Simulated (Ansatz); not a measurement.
# FH₃NSn radical: a ladder of functionals and wavefunction methods

One table from this session's results is given with a row withheld; the runs are named, their logs left out.

Method: functionals in def2-TZVPP, the program's frozen cores in correlated methods; program: Ansatz 0.2.0, Gaussian basis.

Levels to be run: LDA (SPW92), PBE-D4, revPBE-D4, BLYP-D4, r2SCAN-D4, B97M-V, PBE0-D4, B3LYP-D4, r2SCANh-D4, r2SCAN0-D4, HSE06-D4, BHLYP-D4, CAM-B3LYP-D4, LC-ωPBE, ωB97X-V, ωB97M-V, B2PLYP, PBE-QIDH; CCSD(T)/def2-SVP; CCSD(T)/def2-TZVPP; CCSD(T)/def2-QZVPP; extrapolation to the limit; RPA on PBE.

## The relaxed structure

All runs share one geometry, relaxed beforehand with PBE0-D4 in a triple-zeta def2 set. Sn takes the def2 core potential; no spin-orbit term is included.

SMILES `[NH2][SnH][F]`, 6 atoms, charge 0, spin multiplicity 2.

Atoms are counted from 1 here; the program's logs count them from 0.

Bond lengths: N1–Sn2 2.034 Å, N1–H4 1.014 Å, N1–H5 1.013 Å, Sn2–F3 1.936 Å, Sn2–H6 1.745 Å. Angles: Sn2–N1–H4 112.9°, Sn2–N1–H5 116.2°, H4–N1–H5 108.3°, N1–Sn2–F3 98.4°, N1–Sn2–H6 108.0°, F3–Sn2–H6 104.2°.

Set-up of the first run:

Contents of in.yaml:

```yaml
crystal:
  periodic: [false, false, false]
  atoms:
    - {symbol: N, position_ang: [-0.572282, 0.218575, -0.844468]}
    - {symbol: Sn, position_ang: [0.195965, -0.531838, 0.883017]}
    - {symbol: F, position_ang: [2.076089, -0.368673, 0.452629]}
    - {symbol: H, position_ang: [-0.046406, -0.061929, -1.664808]}
    - {symbol: H, position_ang: [-1.552872, 0.032098, -1.016517]}
    - {symbol: H, position_ang: [-0.058494, 0.647768, 2.143946]}
basis:
  gaussian: {orbitals: def2-TZVPP}
magnetization: {spin_polarized: true, initial_magnetization: 1}
hamiltonian: {xc: lda}
output: {orbitals: {seedname: orbitals}}
```

Command:

```console
> ansatz run in.yaml --threads 2 --pin off --events-out ev --progress --plain --max-ram 32768MiB --backend cpu
```

Steps of the session up to this table: LDA; PBE-D4 (GGA); revPBE-D4 (GGA); BLYP-D4 (GGA); r2SCAN-D4 (meta-GGA); B97M-V (meta-GGA); B3LYP-D4 (hybrid); r2SCANh-D4 (hybrid); r2SCAN0-D4 (hybrid); HSE06-D4 (hybrid); BHLYP-D4 (hybrid); CAM-B3LYP-D4 (range-separated); LC-ωPBE (range-separated); ωB97X-V (range-separated); ωB97M-V (range-separated); B2PLYP (double hybrid); PBE-QIDH (double hybrid).

One table of the session follows, with a row left open; its other results are not shown here.

It belongs to the step «Orbital energies across the functionals». 

```
  functional  HOMO (eV)  LUMO (eV)  gap (eV)
 LDA (SPW92)      -5.27      -4.54      0.73
      PBE-D4      -5.19      -4.23      0.96
   revPBE-D4      -5.15      -4.12      1.03
     BLYP-D4      -5.07      -4.23      0.83
   r2SCAN-D4      -5.58      -3.98      1.61
      B97M-V          ?          ?         ?
     PBE0-D4      -6.39      -3.44      2.95
    B3LYP-D4      -6.17      -3.80      2.37
  r2SCANh-D4      -6.03      -3.68      2.35
  r2SCAN0-D4      -6.69      -3.23      3.46
    HSE06-D4      -5.99      -3.80      2.19
    BHLYP-D4      -7.45      -2.71      4.75
CAM-B3LYP-D4      -7.66      -2.58      5.08
     LC-ωPBE      -8.98      -1.27      7.71
     ωB97X-V      -8.53      -1.61      6.92
     ωB97M-V      -8.44      -1.71      6.73
```

Q: Estimate the row for B97M-V from the others.

As computed: HOMO (eV): -5.41; LUMO (eV): -4.32; gap (eV): 1.09. In the column «HOMO (eV)» it lies between r2SCAN-D4 (-5.58) and LDA (SPW92) (-5.27).
